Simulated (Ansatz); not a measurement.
# C3H6OSi: molecular dynamics

Purpose: to follow the molecule's vibrations and see whether its bonds hold. The start is relaxed first. Runs: 561 steps of 1 fs under a Nosé-Hoover thermostat, set from 700 K to 1400 K by a schedule. SMILES of the start: COC1=C[SiH2]1.

Program: Ansatz 0.2.0. Level of theory: RKS CAM-B3LYP-D4/STO-3G. These are calculated values, not measurements.

### Step 1. Starting point

Bond lengths: C1–O2 1.373 Å, O2–C3 1.363 Å, C3–C4 1.388 Å, C3–Si5 1.824 Å, C4–Si5 1.744 Å, C1–H6 1.052 Å, C1–H7 1.126 Å, C1–H8 1.121 Å, C4–H9 1.113 Å, Si5–H10 1.481 Å, Si5–H11 1.474 Å. Angles (14 of 19 angles, heavy atoms first): C1–O2–C3 109.6°, O2–C3–C4 121.0°, O2–C3–Si5 130.2°, C4–C3–Si5 64.1°, C3–C4–Si5 70.2°, C3–Si5–C4 45.7°, O2–C1–H6 113.4°, O2–C1–H7 110.6°, O2–C1–H8 110.1°, C3–C4–H9 124.4°, Si5–C4–H9 144.0°, C3–Si5–H10 118.2°, C3–Si5–H11 120.3°, C4–Si5–H10 109.4°.

As a file:

```xyz
11

C    -1.6505   -1.0924   -0.2501
O    -0.3009   -1.0151   -0.0103
C     0.0979    0.2867   -0.0623
C     0.7970    0.8619    0.9898
Si    1.7214    1.0048   -0.4825
H    -2.0227   -2.0763   -0.2344
H    -1.9014   -0.6431   -1.2512
H    -2.2117   -0.4800    0.5022
H     0.8129    0.4606    2.0274
H     1.7718    2.4262   -0.8946
H     2.9515    0.2097   -0.3135
```

### Step 2. Relaxing the start

The input, input.yaml:

```yaml
crystal:
  periodic: [false, false, false]
  atoms:
    - { symbol: C, position_ang: [-1.6505, -1.0924, -0.2501] }
    - { symbol: O, position_ang: [-0.3009, -1.0151, -0.0103] }
    - { symbol: C, position_ang: [0.0979, 0.2867, -0.0623] }
    - { symbol: C, position_ang: [0.797, 0.8619, 0.9898] }
    - { symbol: Si, position_ang: [1.7214, 1.0048, -0.4825] }
    - { symbol: H, position_ang: [-2.0227, -2.0763, -0.2344] }
    - { symbol: H, position_ang: [-1.9014, -0.6431, -1.2512] }
    - { symbol: H, position_ang: [-2.2117, -0.48, 0.5022] }
    - { symbol: H, position_ang: [0.8129, 0.4606, 2.0274] }
    - { symbol: H, position_ang: [1.7718, 2.4262, -0.8946] }
    - { symbol: H, position_ang: [2.9515, 0.2097, -0.3135] }
basis:
  gaussian: { orbitals: STO-3G }
hamiltonian:
  xc: cam_b3lyp
  dispersion: d4
relax:
  f_tol: 0.02
  max_steps: 40
```

On the command line:

```
ansatz run input.yaml --threads 1 --pin off --max-ram 2048MiB --backend cpu --events-out ev --progress --plain --runs-dir out
```

Log, cut to the lines that bear on the results:

```text
Warning: RAYON_NUM_THREADS=1 ignored (pool sized by the plan → 1); use --threads N
[...]
Functional definition: CAM-B3LYP
[...]
509 factors; integrals over basis functions are off by at most 1.1e-5 eV
214 factors; integrals over basis functions are off by at most 7.8e-7 eV
[...]
mean field -12966.80691932 eV, -476.5213650677 hartree, gradient 2.7e-5 eV, S^2 0.000000; 0 other end points of the search recorded, 0 dependent functions left out
[...]
reference -12966.80701697 eV, -476.5213686561 hartree; 23, 23 occupied and 12, 12 virtual orbitals, 509 factors
relax step   1: F+E_penalty+E_count = -12966.99418538 eV  Δ(F+E_penalty+E_count) = +0.000e0 eV  max|allowed force component| = 4.121e0 eV/Å  Δτ_max = 0.0000 Å  (25 SCF iters, accepted)
[...]
relax step   4: F+E_penalty+E_count = -12968.66880775 eV  Δ(F+E_penalty+E_count) = -1.546e-1 eV  max|allowed force component| = 7.404e-1 eV/Å  Δτ_max = 0.1941 Å  (28 SCF iters, accepted)
[...]
relax step   7: F+E_penalty+E_count = -12968.85805643 eV  Δ(F+E_penalty+E_count) = -6.103e-2 eV  max|allowed force component| = 3.435e-1 eV/Å  Δτ_max = 0.2000 Å  (27 SCF iters, accepted)
[...]
relax step  10: F+E_penalty+E_count = -12969.01671132 eV  Δ(F+E_penalty+E_count) = -4.780e-2 eV  max|allowed force component| = 1.911e-1 eV/Å  Δτ_max = 0.2000 Å  (27 SCF iters, accepted)
[...]
relax step  11: F+E_penalty+E_count = -12969.02163721 eV  Δ(F+E_penalty+E_count) = -4.926e-3 eV  max|allowed force component| = 7.306e-1 eV/Å  Δτ_max = 0.1991 Å  (33 SCF iters, accepted)
[...]
relax step  12: F+E_penalty+E_count = -12969.03044671 eV  Δ(F+E_penalty+E_count) = -8.810e-3 eV  max|allowed force component| = 5.437e-1 eV/Å  Δτ_max = 0.0920 Å  (28 SCF iters, accepted)
[...]
```

### Step 3. The output, continued: start relaxed

The log, continued, cut to the lines that bear on the results:

```text
510 factors; integrals over basis functions are off by at most 2.0e-5 eV
214 factors; integrals over basis functions are off by at most 6.6e-7 eV
[...]
mean field -12968.86003732 eV, -476.5968157625 hartree, gradient 2.0e-5 eV, S^2 0.000000; 0 other end points of the search recorded, 0 dependent functions left out
[...]
reference -12968.86013432 eV, -476.5968193273 hartree; 23, 23 occupied and 12, 12 virtual orbitals, 510 factors
relax step  13: F+E_penalty+E_count = -12969.04728949 eV  Δ(F+E_penalty+E_count) = -1.684e-2 eV  max|allowed force component| = 1.299e-1 eV/Å  Δτ_max = 0.0366 Å  (28 SCF iters, accepted)
[...]
relax step  15: F+E_penalty+E_count = -12969.04952938 eV  Δ(F+E_penalty+E_count) = +9.924e-4 eV  max|allowed force component| = 3.019e-1 eV/Å  Δτ_max = 0.0907 Å  (27 SCF iters, rejected (line search))
[...]
Atom 1 at    -0.823174    -0.859093     0.769211 Å, force    -0.003005    -0.003195    -0.000054 eV/Å
Atom 2 at     0.259203     0.004164     0.594536 Å, force    -0.005493    -0.002015     0.005948 eV/Å
Atom 3 at     1.224516     0.491815     1.379623 Å, force     0.009986     0.005563     0.001842 eV/Å
Atom 4 at     1.366358     1.099697    -0.303733 Å, force     0.001667     0.005934    -0.012041 eV/Å
Atom 5 at    -2.382196    -1.714132    -0.296441 Å, force     0.010236     0.010598    -0.005746 eV/Å
Atom 6 at    -0.909080    -1.441586    -1.292765 Å, force    -0.012294     0.006810     0.013230 eV/Å
Atom 7 at    -1.968542    -0.054735    -0.854968 Å, force     0.007184    -0.017086     0.004842 eV/Å
Atom 8 at     1.551977     0.428225     2.413918 Å, force    -0.002960    -0.003991     0.001415 eV/Å
Atom 9 at     0.955291     2.430955    -0.667974 Å, force     0.000361    -0.003181     0.000889 eV/Å
Atom 10 at     2.342965     0.573975    -1.222263 Å, force    -0.000193     0.001297     0.002920 eV/Å
Dipole moment:    -0.059766     0.066522    -0.367426 e Å
```

It took 51 s on 1 thread of Arm Neoverse V2, shared host; peak memory 0.12 GiB.

Step by step:

| step | energy from step 1 (eV) | largest force component (eV/Å) |
| --- | --- | --- |
| 1 | 0.0000 | 4.1212 |
| 2 | -1.1317 | 2.0827 |
| 3 | -1.5200 | 0.7078 |
| 4 | -1.6746 | 0.7403 |
| 5 | -1.7381 | 0.7036 |
| 6 | -1.8028 | 0.3944 |
| 7 | -1.8639 | 0.3435 |
| 8 | -1.9307 | 0.4640 |
| 9 | -1.9747 | 0.5573 |
| 10 | -2.0225 | 0.1911 |
| 11 | -2.0275 | 0.7306 |
| 12 | -2.0363 | 0.5437 |
| 13 | -2.0531 | 0.1299 |
| 14 | -2.0563 | 0.0810 |
| 15x | -2.0553 | 0.3019 |
| 16 | -2.0584 | 0.0304 |
| 17 | -2.0599 | 0.1387 |
| 18 | -2.0613 | 0.0598 |
| 19 | -2.0619 | 0.0529 |
| 20 | -2.0622 | 0.0301 |
| 21 | -2.0624 | 0.0171 |

Step 1 is the start. 1 step was tried and not accepted (marked x).

After: Bond lengths: C1–O2 1.471 Å, O2–C3 1.395 Å, C3–C4 1.336 Å, C3–Si5 1.798 Å, C4–Si5 1.795 Å, C1–H6 1.103 Å, C1–H7 1.107 Å, C1–H8 1.107 Å, C4–H9 1.087 Å, Si5–H10 1.440 Å, Si5–H11 1.440 Å. Angles (14 of 19 angles, heavy atoms first): C1–O2–C3 110.0°, O2–C3–C4 135.4°, O2–C3–Si5 156.5°, C4–C3–Si5 68.1°, C3–C4–Si5 68.3°, C3–Si5–C4 43.7°, O2–C1–H6 106.4°, O2–C1–H7 111.8°, O2–C1–H8 111.8°, C3–C4–H9 139.1°, Si5–C4–H9 152.7°, C3–Si5–H10 120.9°, C3–Si5–H11 120.9°, C4–Si5–H10 121.8°.

### Step 4. Dynamics

561 steps of 1 fs under a Nosé-Hoover thermostat, set from 700 K to 1400 K by a schedule, from the relaxed start.

The input, input.yaml:

```yaml
crystal:
  periodic: [false, false, false]
  atoms:
    - { symbol: C, position_ang: [-1.552018, -1.016285, -0.498644] }
    - { symbol: O, position_ang: [-0.823174, -0.859093, 0.769211] }
    - { symbol: C, position_ang: [0.259203, 0.004164, 0.594536] }
    - { symbol: C, position_ang: [1.224516, 0.491815, 1.379623] }
    - { symbol: Si, position_ang: [1.366358, 1.099697, -0.303733] }
    - { symbol: H, position_ang: [-2.382196, -1.714132, -0.296441] }
    - { symbol: H, position_ang: [-0.90908, -1.441586, -1.292765] }
    - { symbol: H, position_ang: [-1.968542, -0.054735, -0.854968] }
    - { symbol: H, position_ang: [1.551977, 0.428225, 2.413918] }
    - { symbol: H, position_ang: [0.955291, 2.430955, -0.667974] }
    - { symbol: H, position_ang: [2.342965, 0.573975, -1.222263] }
basis:
  gaussian: { orbitals: STO-3G }
hamiltonian:
  xc: cam_b3lyp
  dispersion: d4
md:
  timestep: 1.0
  n_steps: 561
  ensemble: nvt_nose_hoover
  temperature: 700.0
  initial_velocities: maxwell_boltzmann
  seed: 58432
  nose_hoover: { tau: 20.0, chain_length: 3 }
  temperature_schedule:
    - { n_steps: 140, end_temperature: 700.0 }
    - { n_steps: 420, end_temperature: 1400.0 }
```

On the command line:

```
ansatz run input.yaml --threads 1 --pin off --max-ram 2048MiB --backend cpu --events-out ev --progress --plain --runs-dir out
```

Log, cut to the lines that bear on the results:

```text
Warning: RAYON_NUM_THREADS=1 ignored (pool sized by the plan → 1); use --threads N
[...]
[... 1 set-up line as earlier in the session ...]
[...]
509 factors; integrals over basis functions are off by at most 1.0e-5 eV
214 factors; integrals over basis functions are off by at most 6.1e-7 eV
[...]
mean field -12968.86906419 eV, -476.5971474938 hartree, gradient 1.1e-5 eV, S^2 0.000000; 0 other end points of the search recorded, 0 dependent functions left out
[...]
reference -12968.86916185 eV, -476.5971510828 hartree; 23, 23 occupied and 12, 12 virtual orbitals, 509 factors
md step     0: t =     0.00 fs  T =   700.0 K (target 700.0 K)  F+E_penalty+E_count = -12969.05654795 eV  E_kin = 0.814338 eV  conserved = -12968.24220996 eV  (24 SCF iters)
[...]
md step    15: t =    15.00 fs  T =   463.8 K (target 700.0 K)  F+E_penalty+E_count = -12968.66450683 eV  E_kin = 0.539576 eV  conserved = -12968.23118861 eV  (29 SCF iters, 3 dispersion substeps)
[...]
md step    30: t =    30.00 fs  T =   472.7 K (target 700.0 K)  F+E_penalty+E_count = -12968.33432530 eV  E_kin = 0.549930 eV  conserved = -12968.20790525 eV  (30 SCF iters, 3 dispersion substeps)
[...]
md step    45: t =    45.00 fs  T =   568.2 K (target 700.0 K)  F+E_penalty+E_count = -12968.25944804 eV  E_kin = 0.661031 eV  conserved = -12968.19872350 eV  (28 SCF iters, 3 dispersion substeps)
[...]
md step    60: t =    60.00 fs  T =   581.2 K (target 700.0 K)  F+E_penalty+E_count = -12968.12191322 eV  E_kin = 0.676081 eV  conserved = -12968.20321458 eV  (28 SCF iters, 3 dispersion substeps)
md step    61: t =    61.00 fs  T =   816.7 K (target 700.0 K)  F+E_penalty+E_count = -12968.40856519 eV  E_kin = 0.950052 eV  conserved = -12968.23007357 eV  (28 SCF iters, 3 dispersion substeps)
md step    62: t =    62.00 fs  T =   836.8 K (target 700.0 K)  F+E_penalty+E_count = -12968.41514441 eV  E_kin = 0.973441 eV  conserved = -12968.22936196 eV  (28 SCF iters, 3 dispersion substeps)
```

### Step 5. More of the same log: dynamics from the start

The log, continued, cut to the lines that bear on the results:

```text
md step    63: t =    63.00 fs  T =   624.2 K (target 700.0 K)  F+E_penalty+E_count = -12968.12943087 eV  E_kin = 0.726105 eV  conserved = -12968.20452663 eV  (28 SCF iters, 3 dispersion substeps)
[...]
md step    84: t =    84.00 fs  T =   564.8 K (target 700.0 K)  F+E_penalty+E_count = -12967.78432513 eV  E_kin = 0.657017 eV  conserved = -12968.19526734 eV  (30 SCF iters, 3 dispersion substeps)
[...]
md step   105: t =   105.00 fs  T =   511.4 K (target 700.0 K)  F+E_penalty+E_count = -12967.46955537 eV  E_kin = 0.594874 eV  conserved = -12968.19801320 eV  (29 SCF iters, 3 dispersion substeps)
[...]
md step   126: t =   126.00 fs  T =   625.7 K (target 700.0 K)  F+E_penalty+E_count = -12967.55896627 eV  E_kin = 0.727913 eV  conserved = -12968.18567850 eV  (26 SCF iters, 3 dispersion substeps)
[...]
md step   145: t =   145.00 fs  T =   421.2 K (target 707.5 K)  F+E_penalty+E_count = -12967.93238379 eV  E_kin = 0.490027 eV  conserved = -12968.19831765 eV  (26 SCF iters, 5 dispersion substeps)
md step   146: t =   146.00 fs  T =   451.3 K (target 709.2 K)  F+E_penalty+E_count = -12967.98662069 eV  E_kin = 0.524960 eV  conserved = -12968.20173188 eV  (28 SCF iters, 5 dispersion substeps)
```

### Step 6. The output, continued: dynamics from the start

Output, continued, cut to the lines that bear on the results:

```text
md step   147: t =   147.00 fs  T =   566.0 K (target 710.8 K)  F+E_penalty+E_count = -12968.14910533 eV  E_kin = 0.658427 eV  conserved = -12968.21421735 eV  (28 SCF iters, 5 dispersion substeps)
[...]
md step   164: t =   164.00 fs  T =   442.2 K (target 739.2 K)  F+E_penalty+E_count = -12968.17291586 eV  E_kin = 0.514413 eV  conserved = -12968.20308458 eV  (26 SCF iters, 3 dispersion substeps)
[...]
md step   181: t =   181.00 fs  T =   830.0 K (target 767.5 K)  F+E_penalty+E_count = -12968.58639247 eV  E_kin = 0.965615 eV  conserved = -12968.22668777 eV  (28 SCF iters, 3 dispersion substeps)
[...]
md step   198: t =   198.00 fs  T =   646.0 K (target 795.8 K)  F+E_penalty+E_count = -12968.03343957 eV  E_kin = 0.751482 eV  conserved = -12968.18594150 eV  (29 SCF iters, 3 dispersion substeps)
[...]
Atom 1 at    -0.816763    -0.948360     0.724604 Å, force     2.073417     1.344727     1.154454 eV/Å
Atom 2 at     0.338591    -0.091691     0.750199 Å, force     0.824075     1.394352     0.284290 eV/Å
Atom 3 at     1.394385     0.498921     1.418547 Å, force    -1.990421    -0.291204     1.218085 eV/Å
Atom 4 at     1.222250     1.105210    -0.309340 Å, force     0.185816    -2.700955     2.422386 eV/Å
Atom 5 at    -2.510530    -0.851326    -0.346817 Å, force    -0.637756    -0.166585    -0.319958 eV/Å
Atom 6 at    -1.189186    -1.843901    -1.213643 Å, force    -0.596942     2.557877     1.289221 eV/Å
Atom 7 at    -1.239032     0.098916    -1.239983 Å, force     0.074658    -1.800545     1.441134 eV/Å
Atom 8 at     1.782885     0.708133     2.507779 Å, force    -0.735863    -0.882474    -2.653487 eV/Å
Atom 9 at     0.601200     2.223852    -0.792218 Å, force    -0.841063     1.881234    -0.628391 eV/Å
Atom 10 at     1.786075     0.236837    -1.226248 Å, force     1.360266    -0.077119    -1.604401 eV/Å
Dipole moment:    -0.071199     0.242477    -0.312481 e Å
```

It took 20 min on 1 thread of Arm Neoverse V2, shared host; peak memory 0.1 GiB.

### Step 7. The trajectory

The trajectory, every 22 steps (energies from step 0):

| time (fs) | T (K) | potential energy change (meV/atom) | conserved energy change (meV/atom) |
| --- | --- | --- | --- |
| 0.0 | 700 | 0.0 | 0.00 |
| 22.0 | 437 | 54.7 | 3.13 |
| 44.0 | 741 | 51.6 | 2.10 |
| 66.0 | 685 | 79.6 | 2.08 |
| 88.0 | 613 | 117.9 | 5.80 |
| 110.0 | 1179 | 78.6 | 2.96 |
| 132.0 | 963 | 85.4 | 1.85 |
| 154.0 | 538 | 77.0 | 3.72 |
| 176.0 | 626 | 60.8 | 2.02 |
| 198.0 | 646 | 93.0 | 5.12 |
| 220.0 | 831 | 117.5 | 3.92 |
| 242.0 | 769 | 112.7 | 3.15 |
| 264.0 | 484 | 78.5 | 3.05 |
| 286.0 | 728 | 62.8 | 2.20 |
| 308.0 | 931 | 92.0 | 4.06 |
| 330.0 | 1009 | 115.7 | 2.27 |
| 352.0 | 1360 | 104.0 | 2.28 |
| 374.0 | 962 | 124.2 | 6.15 |
| 396.0 | 837 | 63.1 | 1.49 |
| 418.0 | 672 | 94.5 | 4.50 |
| 440.0 | 1027 | 100.8 | 4.17 |
| 462.0 | 1406 | 95.8 | 2.32 |
| 484.0 | 892 | 212.1 | 9.98 |
| 506.0 | 1670 | 167.1 | 5.15 |
| 528.0 | 1257 | 186.3 | 6.84 |
| 550.0 | 1013 | 173.3 | 6.33 |
| 561.0 | 1454 | 127.7 | 3.37 |

time (fs), T (K) and a bar:
```
      0.0        700 #####
     24.0        705 #####
     49.0        531 ##
     73.0        746 ######
     98.0        876 #########
    122.0        639 ####
    146.0        451 
    171.0        736 ######
    195.0        740 ######
    220.0        831 ########
    244.0        739 ######
    268.0        565 ##
    293.0        602 ###
    317.0        448 
    341.0        826 ########
    366.0       1102 ##############
    390.0        664 #####
    415.0        690 #####
    439.0       1223 ################
    463.0       1369 ###################
    488.0       1231 ################
    512.0       1887 ##############################
    537.0       1644 #########################
    561.0       1454 #####################
```

Maxima of the velocity power spectrum (cm⁻¹, relative height; resolution about 120 cm⁻¹): 120 (57), 180 (55), 710 (99), 880 (81), 1200 (68), 1310 (27), 2680 (64), 3510 (100).

### Step 8. Snapshots as a file

Extended XYZ, with forces in eV/Å:

```xyz
11
time_fs=70.0 T=953 dE=0.6295
C    -1.697   -0.852   -0.346   -1.275   -3.338    0.272
O    -0.627   -1.069    0.651   -1.516   -0.713   -0.176
C     0.255   -0.019    0.543    1.332    0.182   -0.359
C     1.009    0.692    1.376   -0.968    1.083    2.522
Si    1.452    1.031   -0.299   -1.705    1.438   -0.949
H    -2.158   -1.836   -0.776    1.371    1.537    1.139
H    -1.333   -0.288   -1.153    0.852    1.271   -2.042
H    -2.534   -0.316    0.083   -0.651    0.610    0.646
H     0.885    1.016    2.440    0.789   -0.733   -0.937
H     0.988    2.239   -1.000    0.126   -0.645    0.439
H     2.586    0.568   -0.930    1.645   -0.691   -0.553
11
time_fs=140.0 T=669 dE=0.9952
C    -1.774   -0.910   -0.345    3.814    5.806    1.107
O    -0.630   -1.068    0.637   -1.891   -0.581   -0.690
C     0.237   -0.013    0.518    2.520    1.802    0.860
C     1.039    0.689    1.375   -2.076   -0.666   -2.043
Si    1.463    1.059   -0.288    2.274   -0.701   -2.357
H    -2.112   -1.827   -0.551   -2.132   -5.100   -1.059
H    -1.397   -0.405   -1.296   -0.646   -0.567    1.106
H    -2.524   -0.272    0.166   -0.160   -0.205   -0.476
H     0.994    1.031    2.357    0.321    0.013    2.447
H     1.224    2.341   -1.002   -0.160   -0.987    0.533
H     2.764    0.386   -0.800   -1.863    1.186    0.573
11
time_fs=210.0 T=1261 dE=0.6771
C    -1.464   -0.999   -0.526   -2.618   -1.083    0.797
O    -0.868   -0.814    0.767    0.643    0.452    1.466
C     0.246    0.010    0.623    1.872    0.036    2.009
C     1.304    0.478    1.376   -0.670   -0.926    1.803
Si    1.323    1.068   -0.300    0.346   -1.126    0.222
H    -2.449   -1.541   -0.358    1.294    0.283   -0.298
H    -0.804   -1.536   -1.161    0.913   -1.375   -1.250
H    -1.704   -0.089   -1.028   -0.331    1.701   -0.624
H     1.762    0.516    2.461   -1.369   -0.387   -2.757
H     0.774    2.282   -0.494   -0.833    2.838   -0.783
H     2.089    0.652   -1.402    0.753   -0.412   -0.585
11
time_fs=280.0 T=603 dE=0.7387
C    -1.346   -1.274   -0.458   -4.063    0.820    1.184
O    -1.017   -0.595    0.814    0.011   -0.621   -1.241
C     0.198    0.042    0.553    2.183    1.418    1.649
C     1.347    0.204    1.259   -1.657    0.792   -3.501
Si    1.332    1.221   -0.270   -1.007    0.787    0.716
H    -2.476   -1.348   -0.549    1.058    0.302    0.341
H    -1.028   -2.272   -0.483    1.294   -2.445    0.233
H    -1.022   -0.803   -1.352    0.925    1.244   -1.308
H     1.923   -0.321    1.959    0.762   -0.575    1.851
H     1.074    2.738   -0.257    0.534   -2.068   -0.031
H     1.982    0.709   -1.459   -0.040    0.346    0.106
11
time_fs=351.0 T=1186 dE=1.4028
C    -1.626   -1.253   -0.417    6.662    8.325   -2.461
O    -0.829   -0.789    0.782   -1.481   -1.889   -0.888
C     0.244   -0.002    0.443    0.425    1.528    0.424
C     1.133    0.438    1.344    3.195   -2.074    1.200
Si    1.439    1.208   -0.281   -1.313    0.905    1.059
H    -2.171   -2.012   -0.171   -4.465   -6.318    1.993
H    -0.879   -1.448   -1.260   -1.361   -0.247    0.928
H    -2.215   -0.347   -0.696   -0.290   -0.808   -0.287
H     1.604   -0.110    2.277   -1.459    2.006   -1.895
H     1.084    2.658   -0.298    0.280   -1.178   -0.336
H     2.390    0.898   -1.333   -0.194   -0.250    0.265
11
time_fs=421.0 T=993 dE=0.7459
C    -1.535   -0.829   -0.509    0.350   -5.149    2.035
O    -0.730   -1.018    0.748    0.045    0.321    0.005
C     0.341   -0.104    0.708   -1.169    0.244   -2.868
C     1.139    0.658    1.413    0.492    0.467   -0.783
Si    1.316    1.060   -0.343    1.288   -3.307    1.144
H    -1.834   -1.908   -0.847    0.376    2.218    0.518
H    -0.923   -0.384   -1.219    1.475    1.355   -2.393
H    -2.398   -0.253   -0.300   -1.748    1.168    0.326
H     1.359    0.832    2.416    0.569    0.454    2.188
H     0.720    2.070   -1.030   -1.194    2.036   -0.763
H     2.438    0.554   -1.145   -0.483    0.194    0.590
11
time_fs=491.0 T=1457 dE=1.8246
C    -1.833   -1.149   -0.271   -2.014    0.930    4.323
O    -0.645   -0.917    0.556   -1.903   -1.764    0.376
C     0.253    0.102    0.403   -0.715   -1.935    0.305
C     1.062    0.474    1.393    0.674    3.578    1.118
Si    1.513    1.144   -0.262    0.153    3.363    0.198
H    -2.559   -1.863    0.309    1.616    1.669   -0.607
H    -1.682   -1.645   -1.141    1.498   -2.212   -4.197
H    -2.390   -0.243   -0.525   -0.205    0.607    0.169
H     0.943    0.842    2.477    0.577   -1.734   -1.810
H     0.956    2.635   -0.415    1.337   -2.749   -0.344
H     2.769    0.799   -0.984   -1.018    0.247    0.468
11
time_fs=561.0 T=1454 dE=1.4047
C    -1.443   -0.851   -0.588    0.284   -1.259   -2.603
O    -0.817   -0.948    0.725    2.073    1.345    1.155
C     0.339   -0.092    0.750    0.824    1.394    0.284
C     1.394    0.499    1.419   -1.990   -0.291    1.218
Si    1.222    1.105   -0.309    0.186   -2.701    2.422
H    -2.510   -0.851   -0.347   -0.638   -0.167   -0.320
H    -1.189   -1.844   -1.214   -0.597    2.558    1.289
H    -1.239    0.099   -1.240    0.075   -1.800    1.441
H     1.783    0.708    2.508   -0.736   -0.882   -2.654
H     0.601    2.224   -0.792   -0.841    1.881   -0.628
H     1.786    0.237   -1.226    1.360   -0.077   -1.604
```

### Step 9. Results

| quantity | value |
| --- | --- |
| relaxation of the start | 19 moves, 2.062 eV lower |
| length | 561 steps of 1 fs |
| temperature, first and last step | 700 and 1454 K |
| temperature, second half | mean 1089 K, from 384 to 2259 K |
| potential energy, second half | +121 meV/atom from the start |
| largest change of the conserved energy | 10.24 meV/atom |
| bonds formed or broken | 0 |

**Reading.** The set-point goes from 700 to 1400 K in 561 fs, and the last tenth of the run averages 1441 K. Such a rate, of order 10^15 K/s, is far beyond any furnace or quench. The conserved energy strays from its start by at most 10.24 meV/atom, 11 % of the mean kinetic energy, which is poor: the step of 1 fs is too long for the fastest motion. The bonding pattern survives the run. Averages from a run of 561 fs with 11 atoms are rough. The nuclei move classically, without zero-point motion, which matters most for hydrogen. In so small a basis the energies are only a sketch.
